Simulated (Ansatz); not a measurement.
# CH₂NSb (SMILES N#[C][SbH2]): functionals against CCSD(T) at one geometry

An exercise on one series of results from a longer session: the logs are not shown, and one member is left open.

Program: Ansatz 0.2.0, Gaussian basis. Level of theory: single points in def2-TZVPP. These are calculated values, not measurements.

Correlated methods freeze the cores. Filled d shells of the heavier atoms are correlated. Core potentials replace the inner electrons past krypton, and spin-orbit coupling is left out.

## The system as given

SMILES `N#[C][SbH2]`, 5 atoms, charge 0, spin multiplicity 1.

Atoms are counted from 1 here; the program's logs count them from 0.

Bond lengths: N1–C2 1.134 Å, C2–Sb3 2.086 Å, Sb3–H4 1.694 Å, Sb3–H5 1.691 Å. Angles: N1–C2–Sb3 178.0°, C2–Sb3–H4 88.4°, C2–Sb3–H5 89.3°, H4–Sb3–H5 88.4°.

As a file:

```mol
CH2NSb
  3D, bonds by distance, orders not assigned

  5  4  0  0  0  0  0  0  0  0999 V2000
    1.2468   -1.2030    1.3651 N   0  0
    0.7480   -0.6600    0.5031 C   0  0
   -0.1102    0.3260   -1.1225 Sb  0  0
   -1.6297   -0.1618   -0.5549 H   0  0
   -0.2567    1.7182   -0.1733 H   0  0
  1  2  8  0
  2  3  8  0
  3  4  8  0
  3  5  8  0
M  END
```

Set-up of the first run:

run/in.yaml reads:

```yaml
crystal:
  periodic: [false, false, false]
  atoms:
    - {symbol: N, position_ang: [1.246800, -1.203000, 1.365100]}
    - {symbol: C, position_ang: [0.748000, -0.660000, 0.503100]}
    - {symbol: Sb, position_ang: [-0.110200, 0.326000, -1.122500]}
    - {symbol: H, position_ang: [-1.629700, -0.161800, -0.554900]}
    - {symbol: H, position_ang: [-0.256700, 1.718200, -0.173300]}
basis:
  gaussian: {orbitals: def2-TZVPP}
correlation: {method: ccsd_t}
output: {forces: true}
```

No record of the launch command was kept for these runs.

Among the steps run: CCSD(T)/def2-TZVPP; PBE0-D4/def2-TZVPP; wB97M-V/def2-TZVPP; r2SCAN-D4/def2-TZVPP; PBE-D4/def2-TZVPP; wB97X-V/def2-TZVPP; B97M-V/def2-TZVPP.

One of the session's tables, all rows but one given; the rest of the session is left out.

| method | RMS force component (eV/Å) | angle to CCSD(T) forces (°) | dipole (D) |
| --- | --- | --- | --- |
| CCSD(T) | 1.339 | reference | 4.21 |
| PBE0-D4 | 0.794 | 6.6 | 4.31 |
| wB97M-V | 0.688 | 6.3 | 4.36 |
| r2SCAN-D4 | 0.984 | 6.1 | 4.27 |
| PBE-D4 | 1.334 | 10.1 | 4.20 |
| wB97X-V | ? | ? | ? |
| B97M-V | 0.819 | 10.3 | 4.23 |

**Question.** Estimate the row for wB97X-V.

The run gave: RMS force component (eV/Å): 0.759; angle to CCSD(T) forces (°): 5.7; dipole (D): 4.35. In the column «RMS force component (eV/Å)» it lies between wB97M-V (0.688) and PBE0-D4 (0.794).
